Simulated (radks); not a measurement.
# Sn⁴⁻ held by a Watson sphere

An exercise on one series of results from a longer session: the logs are not shown, and one member is left open.

The numbers are computed with radks (a radial shooting solver on a logarithmic mesh, Libxc functionals) version 1 (scalar-relativistic Kohn-Sham, LB94 model potential, spin-unpolarised, spherical densities, finite nucleus), except any that are marked as measured or tabulated.

**The atom as given**

- element: tin (Z = 50)
- charge: -4
- electrons: 54
- configuration: [Xe]
- nuclear rms radius: 4.6519 fm

The outer shells:

Sn⁴⁻
```
[Kr] core
4d [↑↓][↑↓][↑↓][↑↓][↑↓]
5s [↑↓]
5p [↑↓][↑↓][↑↓]
```

LB94 adds a gradient term to the LDA potential that gives it a −1/r tail. It is a model potential with no energy functional, so Etot and Exc are not given.

Set-up of the first run:

The run's settings:

```text
Z 50
configuration [Xe]
relativity scalar-relativistic
functional lda,pw
model_potential LB94
spin unpolarised
nucleus finite rms 4.6519 fm
c 137.035999084
watson charge 4 radius 2.67 bohr
response adiabatic LDA kernel
```

Steps of the session up to this table: R = 2.67 bohr; R = 3.54 bohr; R = 4.07 bohr; R = 4.33 bohr; R = 4.81 bohr; R = 5.14 bohr; R = 5.83 bohr; R = 5.96 bohr.

One of the session's tables, all rows but one given; the rest of the session is left out.

```
R (bohr)  highest level (eV)  its <r> (bohr)  sum of <r²> (bohr²)  α (bohr³)
    2.67             -10.352           2.945                95.65      59.74
    3.54              -8.313           3.403                117.8      112.3
    4.07              -7.266           3.683                132.6      164.2
    4.33              -6.814           3.820                140.4      196.8
    4.81                   ?               ?                    ?          ?
    5.14              -5.642           4.242                166.3      336.9
    5.83              -4.878           4.592                190.9      514.1
    5.96              -4.753           4.657                195.9      554.9
```

Estimate the missing values for R (bohr) = 4.81.

Worked estimate for «highest level (eV)». A straight line through the neighbours (4.33, -6.814) and (5.14, -5.642) gives -6.814 + (-5.642 + 6.814) × (4.81 − 4.33) / (5.14 − 4.33) = -6.119; a parabola fitted to 4 rows on both sides gives -6.083.

The run gave: highest level (eV): -6.080; its <r> (bohr): 4.071; sum of <r²> (bohr²): 155.3; α (bohr³): 272.1. In «highest level (eV)» the line misses by -0.039 and the parabola by -0.003.

What this shows: From R = 2.67 to 5.96 bohr the top level moves from -10.352 to -4.753 eV and its mean radius from 2.94 to 4.66 bohr. A wider sphere makes a shallower well, so the ion swells.
